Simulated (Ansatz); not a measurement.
Runs of Ansatz 0.2.0 on RuSe. The structure is cubic, space group Pm-3m (No. 221). Conventional cell: a = 3.188 Å, b = 3.188 Å, c = 3.188 Å, α = 90.00°, β = 90.00°, γ = 90.00°. Ru (site symmetry m-3m) is surrounded by 8 Se at 2.76 Å. Se (site symmetry m-3m) is surrounded by 8 Ru at 2.76 Å. The cell comes from a database or a generator and needn't be the stable form of this composition.

| task | level | cell | points for each segment of the path | gap on the mesh (eV) | pressure (GPa) | relaxed volume (Å³/atom) |
| --- | --- | --- | --- | --- | --- | --- |
| relaxation of cell and atoms | RPBE | relaxed | - | none | 0.0 | 15.59 |
| band structure | PBE | as given | 14 | none | (a) | - |
| relaxation of cell and atoms | revPBE | relaxed | - | none | 0.0 | 15.51 |
| relaxation of cell and atoms | BLYP | relaxed | - | none | 0.0 | 16.45 |

Alike in all rows: potentials or basis Ansatz PAW; no spin polarisation; k mesh 8 × 8 × 8; cutoff (eV) 420; smearing fermi-dirac 0.05 eV.

Task: Fill in the values left out.

Result: (a) -8.6.

Caveats: the plane-wave basis is chosen anew once the cell has moved, so the energies of steps on either side of that aren't comparable (some runs); the PAW data sets come from PBE, with cores solved anew for the run's functional, which leaves a small shift of forces and pressure (some runs).

A k mesh can miss the band edges, and the runs leave out spin-orbit coupling on Ru, Se.

A gap of «none» marks a metal or a gap under the smearing width.
